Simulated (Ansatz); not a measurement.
**CH3Al2Cl: small, medium and large basis sets**

One table from this session's results is given with a row withheld; the runs are named, their logs left out.

Program: Ansatz 0.2.0, Gaussian basis. Level of theory: one geometry, several basis sets. These are calculated values, not measurements.

Levels to be run: PBE0-D4/def2-SVP; ωB97M-V/def2-SVP; PBE0-D4/def2-QZVPP; ωB97M-V/def2-QZVPP; the functionals' def2-TZVPP values are taken from earlier runs.

## Structure used throughout

The geometry comes from an earlier relaxation with PBE0-D4 in a triple-zeta def2 set; it is a stationary point, not always the lowest conformer.

SMILES `[Cl][Al]1[CH2][AlH]1`, 7 atoms, charge 0, spin multiplicity 1.

Atoms are counted from 1 here; the program's logs count them from 0.

Bond lengths: Cl1–Al2 2.103 Å, Al2–C3 1.954 Å, Al2–Al4 2.429 Å, C3–Al4 1.961 Å, C3–H5 1.091 Å, C3–H6 1.124 Å, Al4–H7 1.591 Å. Angles: Cl1–Al2–C3 134.5°, Cl1–Al2–Al4 170.5°, C3–Al2–Al4 51.8°, Al2–C3–Al4 76.7°, Al2–C3–H5 139.7°, Al2–C3–H6 88.4°, Al4–C3–H5 134.3°, Al4–C3–H6 96.4°, H5–C3–H6 108.3°, Al2–Al4–C3 51.5°, Al2–Al4–H7 162.4°, C3–Al4–H7 137.7°.

The first run:

Contents of in.yaml:

```yaml
crystal:
  periodic: [false, false, false]
  atoms:
    - {symbol: Cl, position_ang: [-2.039859, -2.335167, 1.272236]}
    - {symbol: Al, position_ang: [-0.784198, -1.080626, 0.144041]}
    - {symbol: C, position_ang: [0.320638, 0.478675, 0.553695]}
    - {symbol: Al, position_ang: [0.348760, 0.407556, -1.405773]}
    - {symbol: H, position_ang: [0.384541, 1.282563, 1.287795]}
    - {symbol: H, position_ang: [1.186793, -0.218599, 0.717455]}
    - {symbol: H, position_ang: [0.644626, 1.397699, -2.615150]}
basis:
  gaussian: {orbitals: def2-SVP}
hamiltonian: {xc: pbe0, dispersion: d4}
output: {orbitals: {seedname: orbitals}}
```

Command:

```
> ansatz run in.yaml --threads 2 --pin off --events-out ev --progress --plain --max-ram 4352MiB
```

Among the steps run: PBE0-D4 in def2-SVP; ωB97M-V in def2-SVP; PBE0-D4 in def2-QZVPP; ωB97M-V in def2-QZVPP.

One table of the session follows, with a row left open; its other results are not shown here.

It belongs to the step «Functionals by basis». 

```
functional       basis  HOMO (eV)  LUMO (eV)
   PBE0-D4    def2-SVP      -5.99      -2.12
   PBE0-D4  def2-TZVPP      -6.00      -2.16
   PBE0-D4  def2-QZVPP      -6.01      -2.18
   ωB97M-V    def2-SVP      -7.78      -0.33
   ωB97M-V  def2-TZVPP      -7.84      -0.44
   ωB97M-V  def2-QZVPP          ?          ?
```

**Question.** Estimate the row for ωB97M-V, def2-QZVPP.

The run gave: HOMO (eV): -7.87; LUMO (eV): -0.54. In the column «HOMO (eV)» it is the lowest.
